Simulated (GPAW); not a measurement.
Co3Ir, 4 atoms in the cell. Symmetry: Pm-3m, No. 221, cubic system. The conventional cell has a = 3.583 Å, b = 3.583 Å, c = 3.583 Å, α = 90.00°, β = 90.00°, γ = 90.00°. Around Ir (site symmetry m-3m) lie 12 Co at 2.53 Å. Co (site symmetry 4/mmm) has 4 Ir at 2.53 Å and 8 Co at 2.53 Å as nearest neighbours. The cell comes from a database or a generator and needn't be the stable form of this composition.

```yaml
Program: GPAW 26.7.0
Task: single point
Functional: PBEsol
Potentials_or_basis: PAW data sets generated in the run's folder for this functional
Cutoff: 600 eV
Basis: pw
k_mesh: 8 × 8 × 8
Occupations: fermi-dirac, width 0.05 eV
Spin: collinear spin, ferromagnetic start
Starting_moments: "[2.1, 3.5, 3.5, 3.5] μB"
Maxiter: 150
```

Potentials or basis: PAW data sets generated in the run's folder for this functional, pw.

Launch:

```bash
$ gpaw-setup -f PBEsol Co Ir
$ OMP_NUM_THREADS=1 python run.py
```

Hardware: 1 thread of Arm Neoverse V1, with other jobs on the host.

Question: How long does it take, and how much memory?

Answer: It took 2.4 min on 1 thread of Arm Neoverse V1, with other jobs on the host, peak memory 0.23 GiB. Counts: scf iterations 15, plane waves 1568, bands 41, k points 35.
